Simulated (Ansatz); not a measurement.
# GaH₆NO₂Si: a ladder of functionals and wavefunction methods

Aim: compute GaH₆NO₂Si with functionals from several rungs and with coupled cluster, and see how far each lands from CCSD(T) at the basis-set limit for the atomisation energy.

Computed with Ansatz 0.2.0, Gaussian basis. Level: functionals in def2-TZVPP, the program's frozen cores in correlated methods.

Levels to be run: PBE-D4, r2SCAN-D4, PBE0-D4, B3LYP-D4, ωB97X-V, ωB97M-V, B2PLYP; CCSD(T)/def2-TZVPP; MP2/def2-QZVPP; extrapolation to the limit.

**1. The geometry**

All runs share one geometry, relaxed beforehand with PBE0-D4 in a triple-zeta def2 set.

SMILES `[NH2][GaH][O][SiH2]O`, 11 atoms, charge 0, spin multiplicity 1.

Atoms are counted from 1 here; the program's logs count them from 0.

Bond lengths: N1–Ga2 1.803 Å, N1–H6 1.007 Å, N1–H7 1.004 Å, Ga2–O3 1.795 Å, Ga2–H8 1.544 Å, O3–Si4 1.618 Å, Si4–O5 1.655 Å, Si4–H9 1.487 Å, Si4–H10 1.482 Å, O5–H11 0.958 Å. Angles: Ga2–N1–H6 120.8°, Ga2–N1–H7 125.2°, H6–N1–H7 113.5°, N1–Ga2–O3 113.5°, N1–Ga2–H8 128.0°, O3–Ga2–H8 118.4°, Ga2–O3–Si4 133.7°, O3–Si4–O5 112.6°, O3–Si4–H9 108.4°, O3–Si4–H10 110.6°, O5–Si4–H9 109.2°, O5–Si4–H10 104.5°, H9–Si4–H10 111.5°, Si4–O5–H11 116.7°.

**2. PBE-D4 (GGA)**

File in.yaml:

```yaml
crystal:
  periodic: [false, false, false]
  atoms:
    - {symbol: N, position_ang: [-0.672260, 1.419995, -1.229889]}
    - {symbol: Ga, position_ang: [1.054799, 0.965154, -0.980896]}
    - {symbol: O, position_ang: [1.280819, -0.374469, 0.192268]}
    - {symbol: Si, position_ang: [0.266143, -1.393076, 0.935481]}
    - {symbol: O, position_ang: [-1.251421, -0.758112, 1.119164]}
    - {symbol: H, position_ang: [-1.411900, 0.901306, -0.784061]}
    - {symbol: H, position_ang: [-1.003000, 2.099926, -1.891133]}
    - {symbol: H, position_ang: [2.308222, 1.607470, -1.614346]}
    - {symbol: H, position_ang: [0.824507, -1.719248, 2.274564]}
    - {symbol: H, position_ang: [0.061100, -2.613715, 0.119942]}
    - {symbol: H, position_ang: [-1.391508, -0.192130, 1.879408]}
basis:
  gaussian: {orbitals: def2-TZVPP}
hamiltonian: {xc: pbe, dispersion: d4}
output: {forces: true, orbitals: {seedname: orbitals}}
```

Run with:

```
$ ansatz run in.yaml --threads 4 --pin off --events-out ev --progress --plain --max-ram 10444MiB
```

The runs that follow: r2SCAN-D4 (meta-GGA); PBE0-D4 (hybrid); B3LYP-D4 (hybrid); ωB97X-V (range-separated); ωB97M-V (range-separated); B2PLYP (double hybrid); CCSD(T) in def2-TZVPP; MP2 in def2-QZVPP.

Q: Predict the results of all the runs planned. Wanted: atomisation energy, CCSD(T)/CBS; farthest; mean size of error, hybrid; mean size of error, range-separated; gap, smallest and largest; T1 diagnostic; triples share of the correlation energy.

The runs gave:

| quantity | value |
| --- | --- |
| atomisation energy, CCSD(T)/CBS | 3827.1 kJ/mol |
| functionals within 38.3 kJ/mol (1.0 %) | PBE-D4, r2SCAN-D4, ωB97X-V, ωB97M-V |
| farthest | PBE0-D4 (-90.7 kJ/mol) |
| mean size of error, hybrid | 70.6 kJ/mol |
| mean size of error, range-separated | 17.6 kJ/mol |
| gap, smallest and largest | 4.94 eV (PBE-D4), 11.49 eV (ωB97X-V) |
| T1 diagnostic | 0.0135 |
| triples share of the correlation energy | 3.6 % |

PBE-D4 is off by -14.8 kJ/mol. Double hybrids carry the basis error of their MP2 part in triple zeta, and no dispersion term here, so their miss is partly the set-up's. Misses under about 38.3 kJ/mol are within the doubt on the reference itself, which lacks core-valence correlation, relativity and higher excitations, and its outer-core shells are covered unevenly. Hartree-Fock recovers 69 % of the binding; the rest is correlation. Orbital gaps span 4.9 to 11.5 eV; exact exchange widens them. Correlated methods include outer-core shells of Ga, which these sets cover unevenly.
